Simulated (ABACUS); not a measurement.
**HfIn4SiO6 in ABACUS: the effect of functional**

The system is HfIn4SiO6.

```
CELL_PARAMETERS angstrom
5.24201 0.00000 0.00000
-2.62101 4.53972 0.00000
0.00000 0.00000 10.48818
ATOMIC_POSITIONS crystal
Hf 0.66667 0.33333 0.00000
In 0.00000 0.00000 0.30446
In 0.00000 0.00000 0.69554
In 0.33333 0.66667 0.78919
In 0.33333 0.66667 0.21081
Si 0.00000 0.00000 0.00000
O 0.97300 0.70496 0.89972
O 0.29504 0.02700 0.10028
O 0.29504 0.26804 0.89972
O 0.73196 0.70496 0.10028
O 0.73196 0.02700 0.89972
O 0.97300 0.26804 0.10028
```

The cell was built by a generator and needn't be a form met in nature.

The cell isn't the ideal one: volume scaled by 0.98.

Alike in all runs:

```yaml
Program: ABACUS 3.10.1
Task: equation of state
Potentials_or_basis: SG15 ONCV 1.2 PBE
Cutoff: 1361 eV
Density_cutoff: 5442 eV
Basis: DZP LCAO (the cutoffs set its grid)
k_mesh: 4 × 4 × 2
Occupations: fermi-dirac, width 0.05 eV
Spin: no spin polarisation
```

| functional | gap on the mesh (eV) | pressure (GPa) | largest force (eV/Å) |
| --- | --- | --- | --- |
| LDA | ? | ? | ? |
| PBE | 0.28 | 3.6 | 0.41 |
| PBEsol | 0.25 | 0.9 | 0.42 |
| WC | 0.27 | 0.9 | 0.39 |
| SOGGA | 0.21 | 0.5 | 0.43 |
| SCAN | 0.47 | -0.7 | 0.46 |

**Question.** What does the run with functional LDA give?

**Answer.** gap on the mesh 0.27 eV; pressure -1.5 GPa; largest force 0.59 eV/Å.

Caveats: the atomic orbitals were generated for these runs and aren't a published set; spin-orbit coupling is left out, which moves the levels of the heavy elements; the basis of atomic orbitals isn't converged, which shifts pressures, moduli and gaps; the potentials were made for another functional, which shifts forces and pressure (some runs).

A k mesh can miss the band edges.
